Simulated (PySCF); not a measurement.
# C2H7AlOSi: the cost of one run

Computed with PySCF 2.14.0, with density-fitted response routines of our own, on a single molecule in the gas phase. Atoms count from 0, in the outputs and in this text.

## (1) The starting structure

12 atoms, charge 0, multiplicity 1; geometry from: PBE0-D3(BJ)/def2-SVP.

Bonds of the start (Å): C0–C1 1.55, C1–Si2 1.90, Si2–O3 1.67, O3–Al4 1.73, Al4–C0 1.97, C0–H5 1.10, C0–H6 1.11, C1–H7 1.10, C1–H8 1.10, Si2–H9 1.49, Si2–H10 1.50, Al4–H11 1.58.

## (2) NMR shieldings: PBE0/pcSseg-2

What the job is given:

```
{"job": {"kind": "nmr", "xc": "PBE0", "basis": "pcSseg-2", "pop": false}, "charge": 0, "multiplicity": 1}
C     -1.294767     0.143195    -0.065593
C     -0.296166    -1.030095    -0.231085
Si     1.436666    -0.481243     0.338349
O      1.394280     1.173651     0.087456
Al    -0.201531     1.777572    -0.204513
H     -2.158518     0.059738    -0.744962
H     -1.725328     0.137043     0.954680
H     -0.205473    -1.290991    -1.300780
H     -0.634196    -1.951202     0.273943
H      2.523973    -1.115964    -0.466192
H      1.673794    -0.777505     1.786819
H     -0.473992     3.317476    -0.435237
```

With the program's defaults for keys left out, this is: GIAO PBE0/pcSseg-2 NMR shielding, non-relativistic, gas phase.

Run with:

```console
$ OMP_NUM_THREADS=1 python probes_run.py task.json out
```

The driver reads the jobs from task.json and runs them one after another.

Q: Estimate the wall time and peak memory of this first job on 1 thread of Arm Neoverse V1, shared host.

About 34 s, with a peak of 1.2 GiB.
